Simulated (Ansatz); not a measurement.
# BaReTe2: the cost of one run

Program: Ansatz 0.2.0. Level of theory: DFT PBE, scalar-relativistic, plane waves, PAW. These are calculated values, not measurements.

1 further run of the same task is left out (it didn't finish).

## Step 1: The starting structure

Symmetry: P-6m2, No. 187, hexagonal system. Conventional cell: a = 3.241 Å, b = 3.241 Å, c = 9.008 Å, α = 90.00°, β = 90.00°, γ = 120.00°. Ba (site symmetry -6m2) is surrounded by 6 Te at 3.20 Å and 6 Ba at 3.24 Å. Around Re (site symmetry -6m2) lie 6 Te at 2.67 Å. Te (site symmetry 3m) is surrounded by 3 Re at 2.67 Å and 3 Ba at 3.20 Å.

Coordinates:

```xyz
4
Lattice="3.2407 0.0000 0.0000 -1.6204 2.8065 0.0000 0.0000 0.0000 9.0083" Properties=species:S:1:pos:R:3 pbc="T T T"
Ba    0.0000    0.0000    4.5041
Re    0.0000    1.8710    0.0000
Te    1.6204    0.9355    1.9081
Te    1.6204    0.9355    7.1001
```

The cell is invented: Ba between sheets of the Te2Mo type, stage 1 (P-6m2, No. 187). The dimensions are guesses.

## Step 2: The guess as it stands, on a coarse mesh

Input file input.yaml:

```yaml
crystal:
  lattice:
    - [3.24071817, 0.0, 0.0]
    - [-1.62035908, 2.80654426, 0.0]
    - [0.0, 0.0, 9.0082521]
  atoms:
    - { symbol: Ba, position: [0.0, 0.0, 0.5] }
    - { symbol: Re, position: [0.33333333, 0.66666667, 0.0] }
    - { symbol: Te, position: [0.66666667, 0.33333333, 0.21181909] }
    - { symbol: Te, position: [0.66666667, 0.33333333, 0.78818091] }
basis:
  ecutwfc: 420
kpoints:
  mp_grid: { grid: [6, 6, 2] }
hamiltonian:
  xc: pbe
scf:
  occupations: { method: gaussian, width: 0.1 }
  lower_state_search: "off"
output:
  forces: true
  stress: true
  eigenvalues: true
```

Started as:

```
$ ansatz run input.yaml --threads 1 --pin off --max-ram 2048MiB --backend cpu --events-out ev --progress --plain --runs-dir out
```

Q: Estimate wall time and peak memory on 1 thread of Arm Neoverse N1, shared host.

About 7.1 s, with a peak of 0.4 GiB.
